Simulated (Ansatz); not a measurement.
**H₂Br₂ (SMILES Br.Br): a short trajectory**

Aim: follow the atoms for 80 steps of 0.5 fs at constant energy, with velocities drawn for 300 K.

Computed with Ansatz 0.2.0, Gaussian basis. Level: BHLYP-D4/def2-SVP.

## Step 1: The starting structure

The start, a pair relaxed at PBE0-D4: SMILES `Br.Br`, 4 atoms, charge 0, spin multiplicity 1.

Atoms are counted from 1 here; the program's logs count them from 0.

Bond lengths: Br1–H2 1.428 Å, Br3–H4 1.422 Å.

Coordinates:

```xyz
4
charge 0, multiplicity 1
Br    0.48970   -0.56332   -2.25092
H     0.06814   -0.53145   -0.88644
Br   -0.55939   -0.10333    1.62616
H     0.00155    1.19820    1.51120
```

## Step 2: The run

md/in.yaml

```yaml
crystal:
  periodic: [false, false, false]
  atoms:
    - {symbol: Br, position_ang: [0.489700, -0.563325, -2.250921]}
    - {symbol: H, position_ang: [0.068143, -0.531453, -0.886439]}
    - {symbol: Br, position_ang: [-0.559392, -0.103328, 1.626155]}
    - {symbol: H, position_ang: [0.001550, 1.198205, 1.511205]}
basis:
  gaussian: {orbitals: def2-SVP}
hamiltonian: {xc: {name: BHLYP}, dispersion: d4}
md: {n_steps: 80, timestep: 0.5, temperature: 300, ensemble: nve, seed: 368, initial_velocities: maxwell_boltzmann}
```

Command:

```console
ansatz run in.yaml --threads 2 --pin off --events-out ev --progress --plain --max-ram 5222MiB
```

What does the calculation give? Wanted: temperature at the start; mean temperature, second half; lowest and highest potential energy, from the first frame; largest change of potential + kinetic.

As calculated:

| quantity | value |
| --- | --- |
| length | 80 steps, 40.0 fs |
| temperature at the start | 300 K |
| mean temperature, second half | 213 K |
| lowest and highest potential energy, from the first frame | -1 and 41 meV |
| largest change of potential + kinetic | 0.6 meV |

What this shows: With no thermostat the total energy should stay fixed; it holds within 0.6 meV, small beside the kinetic energy, so the time step serves. With 4 atoms the instant temperature spans 143 to 305 K. No bond breaks or forms, judged by distance.
